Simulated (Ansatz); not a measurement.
Predict the output of the script below (Ansatz 0.2.0, Python API).

`fermi_znin3.py`
```python
# -*- coding: utf-8 -*-
"""Fermi surface readings for ZnIn3."""

import logging
import sys
import warnings

import ansatz as az
import numpy as np

logging.basicConfig(stream=sys.stdout, format="%(levelname)s %(message)s")
logger = logging.getLogger("run")
logger.setLevel(logging.INFO)

K_SPACING = 0.26
TOLERANCE = 1e-08
OCCUPATIONS = "fermi_dirac"
SIGMA = 0.1
FUNCTIONAL = "pbesol"


def main():
    warnings.simplefilter("ignore", az.DeckWarning)

    vectors = np.array([
        [0.0, 3.690731, 3.690731],
        [3.690731, 0.0, 3.690731],
        [3.690731, 3.690731, 0.0],
    ])
    crystal = (
        az.Lattice.of(vectors)
        .atom("Zn", (0.0, 0.0, 0.0))
        .atom("In", (0.25, 0.25, 0.25))
        .atom("In", (0.75, 0.75, 0.75))
        .atom("In", (0.5, 0.5, 0.5))
    )

    model = (
        crystal.calculation()
        .kpoints(spacing=K_SPACING)  # the mesh must be finer for metals
        .scf(tolerance=TOLERANCE)
        .occupations(OCCUPATIONS, width=SIGMA)
        .functional(FUNCTIONAL)
        .eigenstates(nscf_kmesh=(8, 8, 8), level_slopes=True)
    )
    surface = model.run().fermi_surface().to_plain()
    for way, reading in surface.items():
        if reading:
            rho_lambda = [f"{v:.3e}" for v in reading["resistivity_times_mean_free_path_ohm_m2"]]
            logger.info(f"{way:24s} area {reading['spin_summed_area_per_ang2']:8.3f} 1/A^2  rho*lambda (ohm m^2) {rho_lambda}")


if __name__ == "__main__":
    main()
```

```console
$ python fermi_znin3.py
INFO by_tetrahedra            area   29.854 1/A^2  rho*lambda (ohm m^2) ['1.024e-15', '1.024e-15', '1.024e-15']
INFO by_slopes                area   33.475 1/A^2  rho*lambda (ohm m^2) ['9.133e-16', '9.133e-16', '9.133e-16']
INFO on_every_second_point    area   16.964 1/A^2  rho*lambda (ohm m^2) ['1.802e-15', '1.802e-15', '1.802e-15']
```

Caveats:
- For a metal this k-point mesh is coarse: on a finer one energies can move by several to tens of meV an atom and pressures by half a GPa or more, differences at one mesh by less.
- This cell is a computed structure, which may not be the phase found in nature.
- The three readings differ by the mesh error.
- The script silences the warnings on its input, which a real study should read.
- It ran for 12 s on 1 thread of Arm Neoverse N1, with other jobs on the host, peak memory 0.42 GiB.

(A comment or docstring line of the script was reworded after the run, the code is as it ran; lines on the test bed's own set-up are left out of the output.)
